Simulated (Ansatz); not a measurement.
# ClH₃InN: a ladder of functionals and wavefunction methods

The task here is to estimate one member of a computed series from the others.

Program: Ansatz 0.2.0, Gaussian basis. Level of theory: functionals in def2-TZVPP, the program's frozen cores in correlated methods. These are calculated values, not measurements.

Plan: LDA (SPW92), PBE-D4, revPBE-D4, BLYP-D4, r2SCAN-D4, B97M-V, PBE0-D4, B3LYP-D4, r2SCANh-D4, r2SCAN0-D4, HSE06-D4, BHLYP-D4, CAM-B3LYP-D4, LC-ωPBE, ωB97X-V, ωB97M-V, B2PLYP, PBE-QIDH; CCSD(T)/def2-SVP; CCSD(T)/def2-TZVPP; CCSD(T)/def2-QZVPP; extrapolation to the limit; RPA on PBE.

### Structure used throughout

An earlier PBE0-D4 in a triple-zeta def2 set relaxation fixed the geometry. In takes the def2 core potential; no spin-orbit term is included.

SMILES `[NH2][InH][Cl]`, 6 atoms, charge 0, spin multiplicity 1.

Atoms are counted from 1 here; the program's logs count them from 0.

Bond lengths: N1–In2 1.995 Å, N1–H4 1.007 Å, N1–H5 1.008 Å, In2–Cl3 2.339 Å, In2–H6 1.693 Å. Angles: In2–N1–H4 121.6°, In2–N1–H5 118.5°, H4–N1–H5 111.0°, N1–In2–Cl3 109.2°, N1–In2–H6 131.5°, Cl3–In2–H6 119.1°.

Set-up of the first run:

Input file in.yaml:

```yaml
crystal:
  periodic: [false, false, false]
  atoms:
    - {symbol: N, position_ang: [-1.020817, 0.188086, -0.504109]}
    - {symbol: In, position_ang: [0.792063, 0.148642, 0.327859]}
    - {symbol: Cl, position_ang: [0.990842, -1.771034, 1.649202]}
    - {symbol: H, position_ang: [-1.219397, 0.761364, -1.308183]}
    - {symbol: H, position_ang: [-1.558226, -0.664540, -0.526779]}
    - {symbol: H, position_ang: [2.057534, 1.273382, 0.315810]}
basis:
  gaussian: {orbitals: def2-TZVPP}
hamiltonian: {xc: lda}
output: {orbitals: {seedname: orbitals}}
```

Run with:

```sh
ansatz run in.yaml --threads 2 --pin off --events-out ev --progress --plain --max-ram 20480MiB --backend cpu
```

Among the steps run: LDA; PBE-D4 (GGA); revPBE-D4 (GGA); BLYP-D4 (GGA); r2SCAN-D4 (meta-GGA); B97M-V (meta-GGA); B3LYP-D4 (hybrid); r2SCANh-D4 (hybrid); r2SCAN0-D4 (hybrid); HSE06-D4 (hybrid); BHLYP-D4 (hybrid); CAM-B3LYP-D4 (range-separated); LC-ωPBE (range-separated); ωB97X-V (range-separated); ωB97M-V (range-separated); B2PLYP (double hybrid); PBE-QIDH (double hybrid).

One table of the session follows, with a row left open; its other results are not shown here.

It belongs to the step «Frontier levels by functional». 

| functional | HOMO (eV) | LUMO (eV) | gap (eV) |
| --- | --- | --- | --- |
| LDA (SPW92) | -6.37 | -2.19 | 4.18 |
| PBE-D4 | -6.16 | -1.93 | 4.23 |
| revPBE-D4 | -6.09 | -1.82 | 4.27 |
| BLYP-D4 | -6.04 | -1.91 | 4.14 |
| r2SCAN-D4 | ? | ? | ? |
| B97M-V | -6.49 | -1.91 | 4.57 |
| PBE0-D4 | -7.50 | -1.22 | 6.29 |
| B3LYP-D4 | -7.27 | -1.50 | 5.77 |
| r2SCANh-D4 | -6.94 | -1.42 | 5.52 |
| r2SCAN0-D4 | -7.71 | -1.05 | 6.65 |
| HSE06-D4 | -7.10 | -1.57 | 5.52 |
| BHLYP-D4 | -8.77 | -0.59 | 8.17 |
| CAM-B3LYP-D4 | -8.93 | -0.42 | 8.51 |
| LC-ωPBE | -10.35 | 0.67 | 11.02 |
| ωB97X-V | -9.96 | 0.55 | 10.51 |
| ωB97M-V | -9.85 | 0.27 | 10.12 |

Estimate the missing values for r2SCAN-D4.

Worked estimate for «HOMO (eV)». Against the share of exact exchange, r2SCANh-D4 (0.1, -6.94), r2SCAN0-D4 (0.25, -7.71) give a slope of -5.13 per unit share; at 0 the line stands at -6.43.

**Answer.** HOMO (eV): -6.44; LUMO (eV): -1.67; gap (eV): 4.77. In «HOMO (eV)» the line misses by +0.01.
